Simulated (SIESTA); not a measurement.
Crystal: Nb3Al2Mo3.

```
CELL_PARAMETERS angstrom
3.61050 2.08452 2.92996
-3.61050 2.08452 2.92996
0.00000 -4.16905 2.92996
ATOMIC_POSITIONS crystal
Mo 0.00000 0.24972 0.75028
Mo 0.75028 0.00000 0.24972
Mo 0.24972 0.75028 0.00000
Nb 0.50000 0.24625 0.75375
Nb 0.75375 0.50000 0.24625
Nb 0.24625 0.75375 0.50000
Al 0.24811 0.24811 0.24811
Al 0.75189 0.75189 0.75189
```

The cell comes from a database or a generator and needn't be the stable form of this composition.

```yaml
Program: SIESTA 5.4.2
Task: single point
Functional: PBEsol
Potentials_or_basis: PseudoDojo 0.4 standard (PBEsol files)
Basis: DZP (energy shift 0.003 Ry; two zetas on semicore shells)
Grid_cutoff: 800 Ry
Energy_shift: 0.003 Ry
k_mesh: 5 × 5 × 5
Occupations: fermi-dirac, width 0.05 eV
Spin: no spin polarisation
```

On this cell: pressure -4.9 GPa; largest force 0.056 eV/Å; band gap on the k mesh none (metal or under the smearing width).

The same run follows on a disturbed copy (atoms moved at random, drawn with an rms of 0.05 Å):

```xyz
8
Lattice="3.6105 2.0845 2.9300 -3.6105 2.0845 2.9300 0.0000 -4.1690 2.9300" Properties=species:S:1:pos:R:3 pbc="T T T"
Mo   -0.8545   -2.6410    2.9078
Mo    2.6834    0.4960    2.8807
Mo   -1.7649    2.1359    2.9388
Nb    0.8726   -1.5620    4.4229
Nb    0.8963    1.5690    4.3682
Nb   -1.8531   -0.0056    4.4297
Al    0.0152    0.0179    2.2194
Al   -0.0339   -0.0087    6.6152
```

Problem. What changes?

Solution. The energy (extrapolated to zero smearing) moves by +13.3 meV/atom; pressure -4.4 GPa; largest force 0.927 eV/Å; band gap on the k mesh none (metal or under the smearing width).

Forces on the atoms (eV/Å):
```
Mo  -0.365  0.184  0.098
Mo   0.234  0.241  0.486
Mo  -0.343 -0.859  0.063
Nb   0.194 -0.027 -0.120
Nb   0.370  0.143  0.414
Nb  -0.017  0.371 -0.575
Al  -0.399 -0.243 -0.420
Al   0.326  0.190  0.056
```

Stress tensor (GPa, compression positive):
```
-5.20  0.12  0.56
 0.12 -4.17  0.19
 0.56  0.19 -3.95
```

Caveats: the basis of atomic orbitals isn't converged, which shifts pressures, moduli and gaps.
